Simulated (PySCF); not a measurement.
# C2H4N2Si: the cost of one run

Programs: PySCF 2.14.0, with density-fitted response routines of our own. Each step states its level of theory. These are calculated values for one molecule in the gas phase, unless marked as measured. Atoms are numbered from 0 throughout.

## Step 1: Starting geometry

9 atoms, charge 0, multiplicity 1; geometry from: GFN2-xTB. The atoms were then displaced at random by about 0.01 Å, so the start is not that level's minimum.

Bonds of the start (Å): C0–N1 1.23, N1–Si2 1.70, Si2–C3 1.90, C3–N4 1.13, C0–H5 1.09, C0–H6 1.10, Si2–H7 1.47, Si2–H8 1.49.

## Step 2: Optimising the geometry at PBE0-D3(BJ)/def2-SVP

The job: settings as JSON, then the geometry in Å.

```
{"job": {"xc": "PBE0", "basis": "def2-SVP", "d3": "d3bj", "grid": 1, "shake": 0.01, "kind": "geom"}, "charge": 0, "multiplicity": 1}
C     -1.758740    -0.414700    -0.398620
N     -0.600740    -0.079240    -0.634460
Si     0.656210     0.705220     0.208040
C      2.013630    -0.628110     0.231130
N      2.798420    -1.434340     0.252680
H     -2.354680    -0.897290    -1.175020
H     -2.301470    -0.190430     0.532140
H      1.115180     1.787200    -0.679270
H      0.490000     1.134520     1.629660
```

Run with:

```bash
$ OMP_NUM_THREADS=1 python probes_run.py task.json out
```

The driver reads the jobs from task.json and runs them one after another.

**Question.** How long does this first job take on 1 thread of Arm Neoverse V2, shared host, and how much memory does it need?

About 20 s, with a peak of 0.38 GiB.
